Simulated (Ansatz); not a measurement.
# 128-atom supercell of rocksalt NaF

Aim: the perfect cell at several levels of theory (PBEsol, HSE06 and r²SCAN), as the reference that defects and stacks are counted from.

Program: Ansatz 0.2.0, PAW, plane waves. These are calculated values, not measurements.

**1. Starting point**

128 atoms (64 F, 64 Na); a = 13.096 Å, b = 13.096 Å, c = 13.096 Å, α = 60.00°, β = 60.00°, γ = 60.00°.

Steps to follow: (2) PBEsol single point at the Γ point alone, on 1 × data-centre GPU with 8 threads; (3) HSE06 single point at the Γ point alone, on 1 × data-centre GPU with 8 threads; (4) r²SCAN single point at the Γ point alone, on 1 × data-centre GPU with 8 threads.

**2. PBEsol on the given atoms**

Input file in.yaml:

```yaml
crystal:
  lattice:
    - [0.000000, 9.260000, 9.260000]
    - [9.260000, 0.000000, 9.260000]
    - [9.260000, 9.260000, 0.000000]
  atoms:
    - { symbol: F, position: [0.375000, 0.125000, 0.125000] }
    - { symbol: F, position: [0.875000, 0.125000, 0.125000] }
    - { symbol: F, position: [0.125000, 0.375000, 0.375000] }
    - { symbol: F, position: [0.375000, 0.625000, 0.125000] }
    - { symbol: F, position: [0.375000, 0.125000, 0.625000] }
    - { symbol: F, position: [0.625000, 0.375000, 0.375000] }
    - { symbol: F, position: [0.875000, 0.625000, 0.125000] }
    - { symbol: F, position: [0.875000, 0.125000, 0.625000] }
    - { symbol: F, position: [0.125000, 0.875000, 0.375000] }
    - { symbol: F, position: [0.125000, 0.375000, 0.875000] }
    - { symbol: F, position: [0.375000, 0.625000, 0.625000] }
    - { symbol: F, position: [0.625000, 0.875000, 0.375000] }
    - { symbol: F, position: [0.625000, 0.375000, 0.875000] }
    - { symbol: F, position: [0.875000, 0.625000, 0.625000] }
    - { symbol: F, position: [0.125000, 0.875000, 0.875000] }
    - { symbol: F, position: [0.625000, 0.875000, 0.875000] }
    - { symbol: F, position: [0.125000, 0.375000, 0.125000] }
    - { symbol: F, position: [0.375000, 0.125000, 0.375000] }
    - { symbol: F, position: [0.625000, 0.375000, 0.125000] }
    - { symbol: F, position: [0.875000, 0.125000, 0.375000] }
    - { symbol: F, position: [0.125000, 0.875000, 0.125000] }
    - { symbol: F, position: [0.125000, 0.375000, 0.625000] }
    - { symbol: F, position: [0.375000, 0.625000, 0.375000] }
    - { symbol: F, position: [0.625000, 0.875000, 0.125000] }
    - { symbol: F, position: [0.375000, 0.125000, 0.875000] }
    - { symbol: F, position: [0.625000, 0.375000, 0.625000] }
    - { symbol: F, position: [0.875000, 0.625000, 0.375000] }
    - { symbol: F, position: [0.875000, 0.125000, 0.875000] }
    - { symbol: F, position: [0.125000, 0.875000, 0.625000] }
    - { symbol: F, position: [0.375000, 0.625000, 0.875000] }
    - { symbol: F, position: [0.625000, 0.875000, 0.625000] }
    - { symbol: F, position: [0.875000, 0.625000, 0.875000] }
    - { symbol: F, position: [0.125000, 0.125000, 0.375000] }
    - { symbol: F, position: [0.375000, 0.375000, 0.125000] }
    - { symbol: F, position: [0.625000, 0.125000, 0.375000] }
    - { symbol: F, position: [0.875000, 0.375000, 0.125000] }
    - { symbol: F, position: [0.125000, 0.625000, 0.375000] }
    - { symbol: F, position: [0.375000, 0.875000, 0.125000] }
    - { symbol: F, position: [0.125000, 0.125000, 0.875000] }
    - { symbol: F, position: [0.375000, 0.375000, 0.625000] }
    - { symbol: F, position: [0.625000, 0.625000, 0.375000] }
    - { symbol: F, position: [0.875000, 0.875000, 0.125000] }
    - { symbol: F, position: [0.625000, 0.125000, 0.875000] }
    - { symbol: F, position: [0.875000, 0.375000, 0.625000] }
    - { symbol: F, position: [0.125000, 0.625000, 0.875000] }
    - { symbol: F, position: [0.375000, 0.875000, 0.625000] }
    - { symbol: F, position: [0.625000, 0.625000, 0.875000] }
    - { symbol: F, position: [0.875000, 0.875000, 0.625000] }
    - { symbol: F, position: [0.125000, 0.125000, 0.125000] }
    - { symbol: F, position: [0.625000, 0.125000, 0.125000] }
    - { symbol: F, position: [0.125000, 0.625000, 0.125000] }
    - { symbol: F, position: [0.125000, 0.125000, 0.625000] }
    - { symbol: F, position: [0.375000, 0.375000, 0.375000] }
    - { symbol: F, position: [0.625000, 0.625000, 0.125000] }
    - { symbol: F, position: [0.625000, 0.125000, 0.625000] }
    - { symbol: F, position: [0.875000, 0.375000, 0.375000] }
    - { symbol: F, position: [0.125000, 0.625000, 0.625000] }
    - { symbol: F, position: [0.375000, 0.875000, 0.375000] }
    - { symbol: F, position: [0.375000, 0.375000, 0.875000] }
    - { symbol: F, position: [0.625000, 0.625000, 0.625000] }
    - { symbol: F, position: [0.875000, 0.875000, 0.375000] }
    - { symbol: F, position: [0.875000, 0.375000, 0.875000] }
    - { symbol: F, position: [0.375000, 0.875000, 0.875000] }
    - { symbol: F, position: [0.875000, 0.875000, 0.875000] }
    - { symbol: Na, position: [0.000000, 0.000000, 0.000000] }
    - { symbol: Na, position: [0.500000, 0.000000, 0.000000] }
    - { symbol: Na, position: [0.000000, 0.500000, 0.000000] }
    - { symbol: Na, position: [0.000000, 0.000000, 0.500000] }
    - { symbol: Na, position: [0.250000, 0.250000, 0.250000] }
    - { symbol: Na, position: [0.500000, 0.500000, 0.000000] }
    - { symbol: Na, position: [0.500000, 0.000000, 0.500000] }
    - { symbol: Na, position: [0.750000, 0.250000, 0.250000] }
    - { symbol: Na, position: [0.000000, 0.500000, 0.500000] }
    - { symbol: Na, position: [0.250000, 0.750000, 0.250000] }
    - { symbol: Na, position: [0.250000, 0.250000, 0.750000] }
    - { symbol: Na, position: [0.500000, 0.500000, 0.500000] }
    - { symbol: Na, position: [0.750000, 0.750000, 0.250000] }
    - { symbol: Na, position: [0.750000, 0.250000, 0.750000] }
    - { symbol: Na, position: [0.250000, 0.750000, 0.750000] }
    - { symbol: Na, position: [0.750000, 0.750000, 0.750000] }
    - { symbol: Na, position: [0.000000, 0.000000, 0.250000] }
    - { symbol: Na, position: [0.250000, 0.250000, 0.000000] }
    - { symbol: Na, position: [0.500000, 0.000000, 0.250000] }
    - { symbol: Na, position: [0.750000, 0.250000, 0.000000] }
    - { symbol: Na, position: [0.000000, 0.500000, 0.250000] }
    - { symbol: Na, position: [0.250000, 0.750000, 0.000000] }
    - { symbol: Na, position: [0.000000, 0.000000, 0.750000] }
    - { symbol: Na, position: [0.250000, 0.250000, 0.500000] }
    - { symbol: Na, position: [0.500000, 0.500000, 0.250000] }
    - { symbol: Na, position: [0.750000, 0.750000, 0.000000] }
    - { symbol: Na, position: [0.500000, 0.000000, 0.750000] }
    - { symbol: Na, position: [0.750000, 0.250000, 0.500000] }
    - { symbol: Na, position: [0.000000, 0.500000, 0.750000] }
    - { symbol: Na, position: [0.250000, 0.750000, 0.500000] }
    - { symbol: Na, position: [0.500000, 0.500000, 0.750000] }
    - { symbol: Na, position: [0.750000, 0.750000, 0.500000] }
    - { symbol: Na, position: [0.000000, 0.250000, 0.000000] }
    - { symbol: Na, position: [0.250000, 0.000000, 0.250000] }
    - { symbol: Na, position: [0.500000, 0.250000, 0.000000] }
    - { symbol: Na, position: [0.750000, 0.000000, 0.250000] }
    - { symbol: Na, position: [0.000000, 0.750000, 0.000000] }
    - { symbol: Na, position: [0.000000, 0.250000, 0.500000] }
    - { symbol: Na, position: [0.250000, 0.500000, 0.250000] }
    - { symbol: Na, position: [0.500000, 0.750000, 0.000000] }
    - { symbol: Na, position: [0.250000, 0.000000, 0.750000] }
    - { symbol: Na, position: [0.500000, 0.250000, 0.500000] }
    - { symbol: Na, position: [0.750000, 0.500000, 0.250000] }
    - { symbol: Na, position: [0.750000, 0.000000, 0.750000] }
    - { symbol: Na, position: [0.000000, 0.750000, 0.500000] }
    - { symbol: Na, position: [0.250000, 0.500000, 0.750000] }
    - { symbol: Na, position: [0.500000, 0.750000, 0.500000] }
    - { symbol: Na, position: [0.750000, 0.500000, 0.750000] }
    - { symbol: Na, position: [0.250000, 0.000000, 0.000000] }
    - { symbol: Na, position: [0.750000, 0.000000, 0.000000] }
    - { symbol: Na, position: [0.000000, 0.250000, 0.250000] }
    - { symbol: Na, position: [0.250000, 0.500000, 0.000000] }
    - { symbol: Na, position: [0.250000, 0.000000, 0.500000] }
    - { symbol: Na, position: [0.500000, 0.250000, 0.250000] }
    - { symbol: Na, position: [0.750000, 0.500000, 0.000000] }
    - { symbol: Na, position: [0.750000, 0.000000, 0.500000] }
    - { symbol: Na, position: [0.000000, 0.750000, 0.250000] }
    - { symbol: Na, position: [0.000000, 0.250000, 0.750000] }
    - { symbol: Na, position: [0.250000, 0.500000, 0.500000] }
    - { symbol: Na, position: [0.500000, 0.750000, 0.250000] }
    - { symbol: Na, position: [0.500000, 0.250000, 0.750000] }
    - { symbol: Na, position: [0.750000, 0.500000, 0.500000] }
    - { symbol: Na, position: [0.000000, 0.750000, 0.750000] }
    - { symbol: Na, position: [0.500000, 0.750000, 0.750000] }
kpoints:
  mp_grid: { grid: [1, 1, 1] }
hamiltonian:
  xc: pbesol
scf:
  occupations: { method: fermi_dirac, width: 0.01 }
output:
  forces: true
  eigenvalues: true
  stress: true
  populations: true
  eigenstates: { kpoints: [[0, 0, 0]], e_range: [-6.0, 6.0], localisation: true }
```

**3. HSE06 single point**

in.yaml: that of step 2 with these lines changed.

```diff
@@ -137,3 +137,3 @@
 hamiltonian:
-  xc: pbesol
+  xc: hse06
 scf:
@@ -143,3 +143,2 @@
   eigenvalues: true
-  stress: true
   populations: true
```

**4. r²SCAN single point**

in.yaml: that of step 3 with these lines changed.

```diff
@@ -137,3 +137,3 @@
 hamiltonian:
-  xc: hse06
+  xc: r2scan
 scf:
```

**Question.** What will these runs give? Wanted: for each run, top filled to lowest empty; energy; pressure.

**Answer**, as computed:

```
 level         time  top filled to lowest empty (eV)  energy (eV/atom)  pressure (GPa)
PBEsol    5 s (GPU)                             6.19        -1139.4608           -0.02
 HSE06   67 s (GPU)                             8.50        -1148.7178               -
r²SCAN  7.3 s (GPU)                             7.15        -1150.6852               -
```

**In words.** At the same k points, PBEsol gives a spacing 2.30 eV smaller and r²SCAN gives a spacing 1.35 eV smaller than the 8.50 eV of HSE06. The HSE06 single point took about 13 times as long as the PBEsol one on the same kind of device. With one k point the spacing samples only the states that fold onto it, so it can exceed the gap over the zone.
